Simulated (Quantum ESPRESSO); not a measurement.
# Hf3Cu2O (Immm) in Quantum ESPRESSO: reference runs

Aim: a first look at Hf3Cu2O with PBE, on the cell as given.

All numbers are computed with Quantum ESPRESSO 7.5; they aren't measurements. Logs are shortened: lines on timing, memory, paths and dates and some standing lists are left out, and cuts for length are marked.

## 1. The structure

It takes space group Immm (No. 71, orthorhombic). Conventional cell: a = 5.945 Å, b = 6.107 Å, c = 9.063 Å, α = 90.00°, β = 90.00°, γ = 90.00°. Hf (site symmetry mmm) has 2 Hf at 1.82 Å as nearest neighbours. Around Hf (site symmetry m2m) lie 2 Cu at 1.34 Å. Cu (site symmetry 2mm) has 1 Cu at 1.01 Å as nearest neighbours. O (site symmetry mmm) is surrounded by 2 Hf at 2.97 Å.

The cell was built by a generator and needn't be a form met in nature.

## 2. Single point, PBE

The input, pw.in:

```
&CONTROL
  calculation = 'scf'
  prefix = 'pwscf'
  outdir = './tmp'
  pseudo_dir = './pseudo'
  tprnfor = .true.
  tstress = .true.
  disk_io = 'nowf'
/
&SYSTEM
  ibrav = 0
  nat = 6
  ntyp = 3
  ecutwfc = 60
  ecutrho = 440
  nbnd = 43
  occupations = 'smearing'
  smearing = 'fd'
  degauss = 0.00367493
/
&ELECTRONS
  conv_thr = 1.2d-09
  electron_maxstep = 120
  mixing_beta = 0.5
/
ATOMIC_SPECIES
Hf   178.4900 Hf-sp.oncvpsp.upf
Cu    63.5460 Cu.paw.z_11.ld1.psl.v1.0.0-low.upf
O     15.9990 O.pbe-n-kjpaw_psl.0.1.UPF
CELL_PARAMETERS angstrom
  -2.9724819600    3.0532815000    4.5315632400
   2.9724819600   -3.0532815000    4.5315632400
   2.9724819600    3.0532815000   -4.5315632400
ATOMIC_POSITIONS crystal
Hf     0.0000000000    0.0000000000    0.0000000000
Hf     0.2973971700    0.0000000000    0.2973971700
Hf     0.7026028300    0.0000000000    0.7026028300
Cu     0.5000000000    0.9146699100    0.4146699100
Cu     0.5000000000    0.0853300900    0.5853300900
O      0.0000000000    0.5000000000    0.5000000000
K_POINTS automatic
6 6 6 0 0 0
```

Potentials or basis: SSSP 1.3 efficiency PBE.

Launch:

```sh
$ OMP_NUM_THREADS=1 pw.x -in pw.in > pw.out
```

pw.out:

```text
This program is part of the open-source Quantum ESPRESSO suite
     for quantum simulation of materials; please cite
         "P. Giannozzi et al., J. Phys.:Condens. Matter 21 395502 (2009);
         "P. Giannozzi et al., J. Phys.:Condens. Matter 29 465901 (2017);
         "P. Giannozzi et al., J. Chem. Phys. 152 154105 (2020);
     in publications or presentations arising from this work. More details at

     file Cu.paw.z_11.ld1.psl.v1.0.0-low.upf: wavefunction(s)  4S 3D renormalized
     file O.pbe-n-kjpaw_psl.0.1.UPF: wavefunction(s)  2P renormalized
     Message from routine setup:
     using ibrav=0 with symmetry is DISCOURAGED, use correct ibrav instead

     G-vector sticks info
     --------------------
     sticks:   dense  smooth     PW     G-vecs:    dense   smooth      PW
     Sum        4833    2629    809               173027    69661   11919

     Using Slab Decomposition

     bravais-lattice index     =            0
     lattice parameter (alat)  =      11.7548  a.u.
     unit-cell volume          =    1110.1731 (a.u.)^3
     number of atoms/cell      =            6
     number of atomic types    =            3
     number of electrons       =        64.00
     number of Kohn-Sham states=           43
     kinetic-energy cutoff     =      60.0000  Ry
     charge density cutoff     =     440.0000  Ry
     scf convergence threshold =      1.2E-09
     mixing beta               =       0.5000
     number of iterations used =            8  plain     mixing
     Exchange-correlation= SLA  PW   PBX  PBC
                           (   1   4   3   4   0   0   0)

     celldm(1)=  11.754832  celldm(2)=   0.000000  celldm(3)=   0.000000
     celldm(4)=   0.000000  celldm(5)=   0.000000  celldm(6)=   0.000000

     crystal axes: (cart. coord. in units of alat)
               a(1) = (  -0.477861   0.490851   0.728502 )
               a(2) = (   0.477861  -0.490851   0.728502 )
               a(3) = (   0.477861   0.490851  -0.728502 )

     reciprocal axes: (cart. coord. in units 2 pi/alat)
               b(1) = (  0.000000  1.018640  0.686340 )
               b(2) = (  1.046329 -0.000000  0.686340 )
               b(3) = (  1.046329  1.018640  0.000000 )

     PseudoPot. # 1 for Hf read from file:
     Hf-sp.oncvpsp.upf
     Pseudo is Norm-conserving + core correction, Zval = 12.0
     Generated using ONCVPSP code by D. R. Hamann
     Using radial grid of 1656 points,  8 beta functions with:
                l(1) =   0
                l(2) =   0
                l(3) =   1
                l(4) =   1
                l(5) =   2
                l(6) =   2
                l(7) =   3
                l(8) =   3

     PseudoPot. # 2 for Cu read from file:
     Cu.paw.z_11.ld1.psl.v1.0.0-low.upf
     Pseudo is Projector augmented-wave + core cor, Zval = 11.0
     Generated using &quot;atomic&quot; code by A. Dal Corso  v.6.3MaX
     Shape of augmentation charge: PSQ
     Using radial grid of 1199 points,  6 beta functions with:
                l(1) =   0
                l(2) =   0
                l(3) =   1
                l(4) =   1
                l(5) =   2
                l(6) =   2
     Q(r) pseudized with 0 coefficients

     PseudoPot. # 3 for O  read from file:
     O.pbe-n-kjpaw_psl.0.1.UPF
     Pseudo is Projector augmented-wave + core cor, Zval =  6.0
     Generated using "atomic" code by A. Dal Corso  v.5.0.99 svn rev. 10869
     Shape of augmentation charge: BESSEL
     Using radial grid of 1095 points,  4 beta functions with:
                l(1) =   0
                l(2) =   0
                l(3) =   1
                l(4) =   1
     Q(r) pseudized with 0 coefficients

     atomic species   valence    mass     pseudopotential
     Hf               12.00   178.49000     Hf( 1.00)
     Cu               11.00    63.54600     Cu( 1.00)
     O                 6.00    15.99900     O ( 1.00)

      8 Sym. Ops., with inversion, found

   Cartesian axes

     site n.     atom                  positions (alat units)
         1        Hf     tau(   1) = (   0.0000000   0.0000000   0.0000000  )
         2        Hf     tau(   2) = (  -0.0000000   0.2919551   0.0000000  )
         3        Hf     tau(   3) = (  -0.0000000   0.6897460  -0.0000000  )
         4        Cu     tau(   4) = (   0.3963092  -0.0000000   0.7285016  )
         5        Cu     tau(   5) = (   0.0815519   0.4908506  -0.0000000  )
         6        O      tau(   6) = (   0.4778611   0.0000000   0.0000000  )

     number of k points=    46  Fermi-Dirac smearing, width (Ry)=  0.0037
                       cart. coord. in units 2pi/alat
        k(    1) = (   0.0000000   0.0000000   0.0000000), wk =   0.0092593
        k(    2) = (   0.1743882   0.1697733   0.0000000), wk =   0.0370370
        k(    3) = (   0.3487764   0.3395467   0.0000000), wk =   0.0370370
        k(    4) = (  -0.5231646  -0.5093200   0.0000000), wk =   0.0185185
        k(    5) = (   0.1743882  -0.0000000   0.1143901), wk =   0.0370370
        k(    6) = (   0.3487764   0.1697733   0.1143901), wk =   0.0740741
[... 38 lines left out ...]
        k(   45) = (  -0.6975528  -0.0000000  -0.0000000), wk =   0.0185185
        k(   46) = (  -1.0463292  -1.0186400  -0.6863403), wk =   0.0092593

     Dense  grid:   173027 G-vectors     FFT dimensions: (  80,  80,  80)

     Smooth grid:    69661 G-vectors     FFT dimensions: (  60,  60,  60)

     Initial potential from superposition of free atoms

     starting charge      63.9940, renormalised to      64.0000
     Starting wfcs are   52 randomized atomic wfcs

     Self-consistent Calculation

     iteration #  1     ecut=    60.00 Ry     beta= 0.50
     Davidson diagonalization with overlap
     ethr =  1.00E-02,  avg # of iterations =  6.0

     total energy              =    -787.93582420 Ry
     estimated scf accuracy    <       3.20960547 Ry
[... 99 lines left out ...]
     iteration # 16     ecut=    60.00 Ry     beta= 0.50
     Davidson diagonalization with overlap
     ethr =  3.92E-12,  avg # of iterations =  2.0

     End of self-consistent calculation

          k = 0.0000 0.0000 0.0000 (  8731 PWs)   bands (ev):

   -61.4391 -59.4338 -56.6272 -35.5098 -32.2280 -31.6561 -31.6529 -29.1643
   -27.7079 -25.6940 -25.1265 -24.9651 -18.5768 -14.9639 -14.4619 -13.9028
   -11.3882 -11.2143  -9.7510  -9.1078  -4.9316  -4.0553  -2.7005   1.9910
     2.2569   2.3689   3.9467   4.2117   4.3184   4.5129   4.6504   4.9706
     5.5203   5.5590   5.6939   7.6517   8.2321   8.6157   8.7185   9.0281
    10.6267  11.0306  11.9941
[... 21 lines left out ...]
   -61.0251 -60.1584 -56.2546 -35.8996 -32.6287 -31.7134 -31.5807 -28.9643
   -28.1116 -25.2120 -24.6479 -22.9085 -18.6997 -18.0026 -14.8705 -13.9239
   -11.2169  -9.8871  -9.7298  -9.6814  -4.8606  -4.3871  -2.6905  -0.1695
     2.7184   2.9464   3.6809   4.1399   4.4968   4.7419   5.2682   6.0443
     6.2377   6.3154   6.9134   7.6165   8.0503   8.2654   9.3311  10.6920
    10.8056  11.1306  11.1931

          k = 0.1744-0.0000 0.1144 (  8729 PWs)   bands (ev):

   -61.4391 -59.4338 -56.6272 -35.5098 -32.2280 -31.6561 -31.6529 -29.1643
   -27.7079 -25.6940 -25.1266 -24.9651 -18.5768 -14.9638 -14.4618 -13.9028
   -11.3876 -11.2144  -9.7476  -9.1063  -4.9319  -4.0556  -2.7000   1.9662
     2.2678   2.3495   3.9527   4.1044   4.2513   4.6232   4.7329   5.0692
     5.4399   5.6186   5.6426   7.5266   8.1698   8.2293   8.9004   9.0004
    10.8986  10.9431  11.4024
[... 30 lines left out ...]
   -61.1687 -59.9454 -56.3396 -35.8016 -32.5495 -31.6996 -31.5994 -29.0155
   -28.0194 -25.1488 -24.7586 -23.7798 -18.6716 -16.9603 -14.8617 -14.0585
   -11.2162 -10.1201  -9.7463  -9.5390  -4.8813  -4.3116  -2.6918   0.2442
     2.2773   3.5229   3.7229   4.1964   4.5942   4.9343   5.0229   5.7752
     5.9271   6.1249   6.3767   6.5997   8.4968   8.6653   9.7228  10.0328
    10.5089  10.8451  11.4609

          k = 0.0000-0.1698 0.1144 (  8732 PWs)   bands (ev):

   -61.3634 -59.5965 -56.5248 -35.6063 -32.3525 -31.6710 -31.6355 -29.1154
   -27.8190 -25.1114 -25.0255 -24.9965 -18.6103 -15.2460 -14.7124 -14.3272
   -11.2149 -10.7885  -9.7507  -9.2540  -4.9164  -4.1491  -2.6970   1.3216
     2.0848   2.8001   4.2290   4.2940   4.4592   4.6935   4.7703   5.0842
     5.3638   5.6887   6.2608   7.4104   7.4735   8.5721   9.2637   9.7268
    10.4672  11.0679  11.4368

          k = 0.3488-0.0000 0.2288 (  8703 PWs)   bands (ev):

   -61.4391 -59.4338 -56.6272 -35.5098 -32.2279 -31.6561 -31.6529 -29.1644
   -27.7079 -25.6939 -25.1268 -24.9651 -18.5768 -14.9636 -14.4617 -13.9028
   -11.3863 -11.2146  -9.7408  -9.1034  -4.9324  -4.0562  -2.6990   1.9089
     2.2817   2.3125   3.9667   3.9996   4.2756   4.7450   4.9146   5.1379
     5.2152   5.5338   5.7852   7.2771   7.5677   8.0871   8.9442   9.3521
    10.6396  11.1806  11.1842
[... 30 lines left out ...]
   -61.1687 -59.9454 -56.3396 -35.8016 -32.5495 -31.6996 -31.5994 -29.0155
   -28.0193 -25.1488 -24.7585 -23.7798 -18.6716 -16.9603 -14.8618 -14.0585
   -11.2162 -10.1202  -9.7500  -9.5401  -4.8811  -4.3107  -2.6899   0.2447
     2.3268   3.5580   3.7709   4.2200   4.8186   4.8643   4.9482   5.6876
     5.7560   6.1513   6.3134   6.5979   8.3887   8.6097   9.6478  10.1364
    10.4886  10.9593  11.3660

          k = 0.1744-0.1698 0.2288 (  8728 PWs)   bands (ev):

   -61.3634 -59.5965 -56.5248 -35.6063 -32.3525 -31.6709 -31.6355 -29.1155
   -27.8190 -25.1114 -25.0255 -24.9966 -18.6103 -15.2459 -14.7124 -14.3271
   -11.2151 -10.7876  -9.7472  -9.2529  -4.9166  -4.1495  -2.6957   1.3267
     2.1124   2.7822   4.0455   4.2542   4.4276   4.8477   4.8679   5.0593
     5.4786   5.5912   6.3138   7.3002   7.4210   8.0538   9.3757   9.6669
    10.7122  10.8901  11.2330
[... 192 lines left out ...]
   -61.3634 -59.5965 -56.5248 -35.6063 -32.3525 -31.6709 -31.6355 -29.1155
   -27.8191 -25.1114 -25.0255 -24.9969 -18.6103 -15.2458 -14.7122 -14.3270
   -11.2152 -10.7861  -9.7370  -9.2485  -4.9173  -4.1512  -2.6965   1.3340
     1.9907   2.7342   4.1030   4.1337   4.2679   4.8211   4.9186   5.3251
     5.4385   5.6473   6.6183   7.2192   7.3076   7.5869   9.5270   9.6000
     9.9524  11.2151  11.4430

          k =-0.3488 0.0000 0.0000 (  8718 PWs)   bands (ev):

   -61.4391 -59.4338 -56.6272 -35.5098 -32.2279 -31.6561 -31.6529 -29.1644
   -27.7079 -25.6939 -25.1268 -24.9651 -18.5768 -14.9637 -14.4617 -13.9028
   -11.3866 -11.2145  -9.7408  -9.1031  -4.9324  -4.0563  -2.7006   1.8716
     2.2688   2.3113   3.9614   4.0863   4.1449   4.6916   4.9258   5.2095
     5.2303   5.5909   5.8183   7.3049   7.9082   8.0747   8.9766   9.2478
    10.4720  11.2439  11.2652
[... 57 lines left out ...]
   -61.4390 -59.4338 -56.6272 -35.5098 -32.2279 -31.6560 -31.6530 -29.1646
   -27.7078 -25.6939 -25.1265 -24.9650 -18.5769 -14.9635 -14.4614 -13.9029
   -11.3861 -11.2149  -9.7502  -9.1099  -4.9315  -4.0541  -2.6875   2.2724
     2.3796   2.4457   3.9980   4.1410   4.4645   4.6552   4.6615   4.8064
     5.1558   5.4442   5.4696   6.7278   7.4963   7.9081   8.6716   8.8454
    10.4645  10.6986  12.2367

     the Fermi energy is     5.4769 ev

!    total energy              =    -788.89007824 Ry
     estimated scf accuracy    <          1.5E-10 Ry
     smearing contrib. (-TS)   =      -0.00397146 Ry
     internal energy E=F+TS    =    -788.88610677 Ry

     The total energy is F=E-TS. E is the sum of the following terms:
     one-electron contribution =    -777.20915376 Ry
     hartree contribution      =     412.91459295 Ry
     xc contribution           =    -190.69209472 Ry
     ewald contribution        =     -43.95366324 Ry
     one-center paw contrib.   =    -189.94578800 Ry

     convergence has been achieved in  16 iterations

     Forces acting on atoms (cartesian axes, Ry/au):

     atom    1 type  1   force =    -0.00000000   -0.00000000    0.00000000
     atom    2 type  1   force =     0.00000000   -8.65850009   -0.00000000
     atom    3 type  1   force =    -0.00000000    8.65850009    0.00000000
     atom    4 type  2   force =   -17.53235048    0.00000000    0.00000000
     atom    5 type  2   force =    17.53235048   -0.00000000   -0.00000000
     atom    6 type  3   force =    -0.00000000   -0.00000000   -0.00000000

     Total force =    27.653316     Total SCF correction =     0.000015

     Computing stress (Cartesian axis) and pressure

          total   stress  (Ry/bohr**3)                   (kbar)     P=     3793.86
   0.02938219   0.00000000   0.00000000         4322.27        0.00        0.00
   0.00000000   0.04817435  -0.00000000            0.00     7086.69       -0.00
   0.00000000   0.00000000  -0.00018613            0.00        0.00      -27.38

=------------------------------------------------------------------------------=
   JOB DONE.
=------------------------------------------------------------------------------=
```

Run time: 3.9 min. Hardware: 1 thread of AMD EPYC 9R45 (Zen 5), shared host; peak memory 0.98 GiB.

Results:

* Free energy: -10733.3963 eV
* Pressure: 379.4 GPa
* Largest force: 450.775 eV/Å
* Band gap on the k mesh: none (metal or under the smearing width)

Forces in eV/Å, atoms in the order of the input:
```
Hf     0.000    0.000    0.000
Hf     0.000 -222.619    0.000
Hf     0.000  222.619    0.000
Cu  -450.775    0.000    0.000
Cu   450.775    0.000    0.000
O      0.000    0.000    0.000
```

Stress tensor (GPa, compression positive):
```
432.23   0.00   0.00
  0.00 708.67   0.00
  0.00   0.00  -2.74
```

Levels at points of the mesh, in eV from the Fermi level:
```tsv
k point	band 28	band 29	band 30	band 31	band 32	band 33	band 34	band 35	band 36	band 37
(0.00, 0.00, 0.00)	-1.27	-1.16	-0.96	-0.83	-0.51	0.04	0.08	0.22	2.17	2.76
(0.00, 0.00, -0.50)	-1.34	-0.98	-0.74	-0.21	0.57	0.76	0.84	1.44	2.14	2.57
(0.00, -0.50, 0.00)	-1.50	-1.03	-0.65	-0.64	-0.46	-0.19	0.00	0.38	1.67	1.79
(0.00, -0.50, -0.50)	-1.37	-0.66	-0.23	-0.18	-0.12	0.29	0.52	0.90	2.23	3.05
(-0.50, -0.50, -0.50)	-1.34	-1.01	-0.82	-0.82	-0.67	-0.32	-0.03	-0.01	1.25	2.02
```

Caveat: a pressure of tens of GPa on the cell as given is suspect, and the run, the potentials or the cell itself is likely at fault; the run has no spin polarisation, though such a crystal can be magnetic; semilocal functionals often make such compounds metallic where correlation or magnetic order opens a gap, which also shifts bond lengths; forces of over 1 eV/Å show positions far from the minimum, so gaps and moduli don't describe the material at rest.
